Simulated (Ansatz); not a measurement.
**Te (bcc type): how the settings move a single-point run**

Question: which choices in the input matter for Te (bcc type)?

Method: reference: DFT, PBEsol, all-electron LAPW, scalar-relativistic, in Ansatz 0.2.0.

**1. The starting structure**

It takes space group Im-3m (No. 229, cubic). Conventional cell: a = 3.437 Å, b = 3.437 Å, c = 3.437 Å, α = 90.00°, β = 90.00°, γ = 90.00°. Te (site symmetry m-3m) has 8 Te at 2.98 Å in its first shell of neighbours.

Coordinates:

```
CELL_PARAMETERS angstrom
-1.71833 1.71833 1.71833
1.71833 -1.71833 1.71833
1.71833 1.71833 -1.71833
ATOMIC_POSITIONS crystal
Te 0.00000 0.00000 0.00000
```

**2. Reference**

Contents of input.yaml:

```yaml
crystal:
  lattice:
    - [-1.7183314718, 1.7183314718, 1.7183314718]
    - [1.7183314718, -1.7183314718, 1.7183314718]
    - [1.7183314718, 1.7183314718, -1.7183314718]
  atoms:
    - { symbol: Te, position: [0.0, 0.0, 0.0] }
kpoints:
  mp_grid: { grid: [15, 15, 15] }
scf:
  occupations: { method: fermi_dirac, width: 0.05 }
hamiltonian:
  xc: pbesol
  pseudopotentials: { kind: all_electron, lapw: { basis_error: 0.001 } }
output:
  forces: true
  stress: true
  eigenvalues: true
  populations: true
```

Launch:

```console
> ansatz run input.yaml --threads 1 --pin off --max-ram 2048MiB --backend cpu --events-out ev --progress --plain --runs-dir out
```

**3. Changed: mp_grid.shift [0.5, 0.5, 0.5]**

Changes to input.yaml since step 2:

```diff
@@ -8,3 +8,3 @@
 kpoints:
-  mp_grid: { grid: [15, 15, 15] }
+  mp_grid: { grid: [15, 15, 15], shift: [0.5, 0.5, 0.5] }
 scf:
```

Q: Predict the outcome of this session. Wanted: for each run, ending; energy change; pressure; gap; force.

**Answer**, as computed:

```tsv
run	ending	energy change	pressure (GPa)	gap (eV)	force (eV/Å)	cycles	time
reference	converged	0	36.1	0.00	0.00	7	10 s
1: mp_grid.shift [0.5, 0.5, 0.5]	converged	-12.3 meV/atom	36.7	0.00	0.00	7	9.9 s
```

Residual by cycle in the longest SCF loop of each run; runs are numbered as in the table. The quantity is the density residual dr2, in eV.

```tsv
cycle	reference	run 1
1	0.0099	0.0101
2	0.00473	0.00484
3	5.2e-4	4.9e-4
4	7.3e-5	7.0e-5
5	3.1e-6	3.4e-6
6	5.2e-7	5.6e-7
7	2.1e-8	2.0e-8
```

What this shows: Changing the k-point mesh moves the energy by -12.3 meV/atom, and the pressure goes from 36.1 to 36.7 GPa. Sampling errors of the energy have no fixed sign. Semilocal functionals close small gaps, and spin-orbit coupling, left out here, moves these band edges, so the missing gap need not be the real solid's. The structure is not at rest: the sound run finds 36 GPa, so these are no properties of the relaxed crystal. 
